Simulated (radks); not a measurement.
**Spin polarisation of the 6p shell in Pb**

One table from this session's results is given with a row withheld; the runs are named, their logs left out.

Program: radks (a radial shooting solver on a logarithmic mesh, Libxc functionals) version 1. Level of theory: non-relativistic Kohn-Sham, LDA (Slater exchange, Perdew-Wang correlation), spin-polarised, spherical densities, point nucleus. These are calculated values, not measurements, unless marked.

### What is computed

- element: lead (Z = 82)
- charge: 0
- electrons: 82
- configuration: [Hg] 6p(up 1, down 1)

A shell typed twice in an input gives spin up, then spin down.

The first run:

The run's settings:

```text
Z 82
configuration [Hg] 6p1 6p1
relativity non-relativistic
functional lda,pw
spin polarised
nucleus point
```

Among the steps run: No moment.

One of the session's tables, all rows but one given; the rest of the session is left out.

It belongs to the step «No moment». Radial moments (bohr):

```
level     <r>  outermost maximum (interpolated)  90 % within  nodes
   4p  0.4298                             0.401        0.621      2
   4d  0.4339                             0.392        0.644      1
   4f  0.4442                             0.345        0.702      0
   5s  0.9485                             0.874         1.35      4
   5p       ?                                 ?            ?      ?
   5d   1.281                              1.06         1.94      2
   6s   2.611                              2.22         3.85      5
   6p   3.391                              2.72         5.16      4
```

Q: Estimate the row for 5p from the others.

As computed: <r>: 1.018; outermost maximum (interpolated): 0.919; 90 % within: 1.47; nodes: 3. In the column «<r>» it lies between 5s (0.9485) and 5d (1.281).
